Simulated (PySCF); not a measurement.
# The bond of InF−, level by level

One job finds the state of InF−, follows it along the bond with each method and fits the curves.

Computed with PySCF 2.14.0. Level: In def2-TZVPPD with ECP28, F def2-TZVPPD, scalar-relativistic core potentials.

2 further runs of the same task are left out: 2 set aside as unsound or not needed.

**1. The job**

The job is set up so:

```yaml
atoms: In, F
charge: -1
basis: In def2-TZVPPD with ECP28, F def2-TZVPPD
Hamiltonian: scalar-relativistic core potentials
basis_functions: 96
electrons_treated: 31
masses_in_u: 114.9039, 18.9984
levels: PBE0, PBE, r²SCAN, BP86, B97-3, r²SCAN0, M06-2X, revPBE, HSE06, HF, MP2, SCS-MP2, CCSD, CCSD(T)
grid: 80 radial by 434 angular points
occupations: held fixed by the projection of orbital angular momentum
dissociation_limit: In + F−, each in its ground configuration
starting_distance_in_angstrom: 2.105
values_of_2S_to_try: 1, 3
```

Run with:

```
$ OMP_NUM_THREADS=2 python dia.py task.json out
```

After this run come: The PBE0 curve of the state that the search chose; PBE; r²SCAN (meta-GGA); BP86 (GGA); B97-3 (global hybrid GGA); r²SCAN0 (hybrid meta-GGA); M06-2X (hybrid meta-GGA); revPBE; HSE06 (range-separated hybrid); UHF (mean field); Correlated methods on the Hartree–Fock reference.

Before running it: what results should come out? Wanted: for each run, Re; ωe; De; μ.

**Answer**, as computed:

Lowest PBE0 solution found, without spin–orbit coupling: ²Π (doublet), unpaired electrons π ↑.

```
      level  Re (Å)  ωe (cm⁻¹)  De (eV)  μ (D)
        UHF   2.057        435     2.27  -1.21
    UHF-MP2   2.084        412     2.19    n/a
UHF-SCS-MP2   2.089        407     2.14    n/a
   UHF-CCSD   2.073        422     2.24    n/a
UHF-CCSD(T)   2.079        418     2.26    n/a
        PBE   2.112        389     2.25  -1.46
     revPBE   2.130        374     2.09  -1.49
       BP86   2.111        390     2.23  -1.42
     r²SCAN   2.077        421     2.46  -1.28
       PBE0   2.080        414     2.31  -1.39
    r²SCAN0   2.061        433     2.45  -1.31
      B97-3   2.102        394     2.17  -1.49
      HSE06   2.081        414     2.33  -1.41
     M06-2X   2.090        414     2.26  -1.74
```

De is counted to In + F− in their ground configurations. A positive dipole points from In to F; in an ion it is taken about the centre of mass and does not tell which atom is negative.

Differences from CCSD(T) in the same basis:

```
      level  Re (mÅ)  ωe (%)
        UHF      -22    +4.0
    UHF-MP2       +5    -1.5
UHF-SCS-MP2      +11    -2.7
   UHF-CCSD       -5    +0.9
        PBE      +34    -7.1
     revPBE      +51   -10.6
       BP86      +33    -6.7
     r²SCAN       -2    +0.5
       PBE0       +1    -1.1
    r²SCAN0      -17    +3.4
      B97-3      +24    -5.7
      HSE06       +3    -1.0
     M06-2X      +12    -1.0
```

What this shows: Against CCSD(T) in the same basis, the bond length is nearest at PBE0 (+1 mÅ) and farthest at revPBE (+51 mÅ); the wavenumber is nearest at r²SCAN (+0.5 %) and farthest at revPBE (-10.6 %). Hartree–Fock makes the bond too short and too stiff against this reference, as it mostly does. PBE gives a bond that is too long and too soft, as GGAs tend to. Of the levels with a De here, revPBE gives the least (2.09 eV) and r²SCAN the most (2.46 eV).

Correlated steps freeze 5 core orbitals. These are scalar-relativistic numbers at best; spin–orbit coupling would shift them, the dissociation energy most. With some functionals the highest level of the anion is positive, from self-interaction error or because the anion is truly unbound there; the finite basis then holds the extra electron, and no neutral molecule was run to test the binding.
